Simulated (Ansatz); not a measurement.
Runs of Ansatz 0.2.0 on CS2. Symmetry: Cmce, No. 64, orthorhombic system. Conventional cell: a = 7.292 Å, b = 5.989 Å, c = 9.851 Å, α = 90.00°, β = 90.00°, γ = 90.00°. S (site symmetry m) is surrounded by 1 C at 1.56 Å. C (site symmetry 2/m) has 2 S at 1.56 Å as nearest neighbours. The cell comes from a database or a generator and needn't be the stable form of this composition.

| task | level | cell | k mesh | cutoff (eV) | smearing | gap on the mesh (eV) | pressure (GPa) | relaxed volume (Å³/atom) |
| --- | --- | --- | --- | --- | --- | --- | --- | --- |
| Born charges and dielectric tensor | PBE | as given | 6 × 6 × 4 | 420 | fixed | 3.41 | - | - |
| phonons | PBE | as given | 6 × 6 × 4 | 420 | fixed | 3.41 | - | - |
| relaxation of cell and atoms | PBEsol | relaxed | 6 × 6 × 3 | 420 | fermi-dirac 0.05 eV | (a) | 0.0 | 27.53 |
| relaxation of cell and atoms | r2SCAN | relaxed | 6 × 6 × 3 | 500 | fermi-dirac 0.05 eV | 3.47 | 0.0 | 28.30 |

Alike in all rows: potentials or basis Ansatz PAW; no spin polarisation.

Q: Estimate the missing entries.

A: (a) 2.91.

Caveats: the volume moved by over 15 % at a fixed basis, so the end points are rough (some runs); odd divisions of the mesh miss points on the zone boundary, where band edges often lie, so the gap on the mesh can be too wide (some runs); the plane-wave basis is chosen anew once the cell has moved, so the energies of steps on either side of that aren't comparable (some runs); the PAW data sets come from PBE, with cores solved anew for the run's functional, which leaves a small shift of forces and pressure (some runs); some modes are imaginary (some runs).

A k mesh can miss the band edges.
